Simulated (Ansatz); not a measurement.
Task: a convergence test of the k-point mesh of Pb, space group Fm-3m, with the Ansatz DFT code, driven from Python. Give the script and its output. Level of theory (first run): LDA, PAW, the default cutoff (420 eV here), 3×3×3 k-points, Fermi-Dirac smearing of 0.3 eV. The script varies mesh: (3, 3, 3), (4, 4, 4), (5, 5, 5), (6, 6, 6), (8, 8, 8), (10, 10, 10).

```
Pb
1.0
     0.00000    2.47502    2.47502
     2.47502    0.00000    2.47502
     2.47502    2.47502    0.00000
Pb
1
Direct
  0.00000 0.00000 0.00000
```

`pb.py`
```python
"""k-point test for Pb."""

import warnings

import ansatz as az
import pandas as pd

warnings.simplefilter("ignore", az.DeckWarning)

structure = (
    az.Lattice.fcc(4.95004)
    .space_group(225)
    .atom("Pb", (0.0, 0.0, 0.0))
    .primitive()
)

job = (
    structure.calculation()
    .functional("lda")
    .occupations("fermi_dirac", width=0.3)
    .scf(tolerance=1e-08, max_iterations=80)
)

rows = []
for value in [(3, 3, 3), (4, 4, 4), (5, 5, 5), (6, 6, 6), (8, 8, 8), (10, 10, 10)]:
    data = job.kpoints(mesh=value).run().report
    rows.append((value, data["free_energy_ev"] / len(data["lattice"]["sites"]), data["n_iterations"], data["n_kpoints"]))

table = pd.DataFrame(rows, columns=["mesh", "F/atom (eV)", "iterations", "k-points"])
print(table.round(5).to_string(index=False))

# the last row is the reference
for row in rows[:-1]:
    shift = 1000 * (row[1] - rows[-1][1])
    print(f"{row[0]}: {shift:+.2f} meV/atom" + ("  (within 2 meV)" if abs(shift) < 2 else ""))
```

Running `python pb.py` prints:
```text
        mesh  F/atom (eV)  iterations  k-points
   (3, 3, 3) -11602.31659           6         4
   (4, 4, 4) -11602.30974           6         8
   (5, 5, 5) -11602.41556           7        10
   (6, 6, 6) -11602.37801           7        16
   (8, 8, 8) -11602.42965           7        29
(10, 10, 10) -11602.42272           7        47
(3, 3, 3): +106.13 meV/atom
(4, 4, 4): +112.98 meV/atom
(5, 5, 5): +7.16 meV/atom
(6, 6, 6): +44.71 meV/atom
(8, 8, 8): -6.93 meV/atom
```

Notes:
- A Fermi-Dirac width this large means warm electrons, whose thermal share enters the free energy.
- Spin-orbit coupling, which matters for elements this heavy, is left out.
- Shifts are counted from the finest mesh, which is itself no proven limit.
- Timing: 4 s on 1 thread of Arm Neoverse V1, with other jobs on the host, peak memory 0.37 GiB.

(Lines on the test bed's own set-up are left out of the output.)
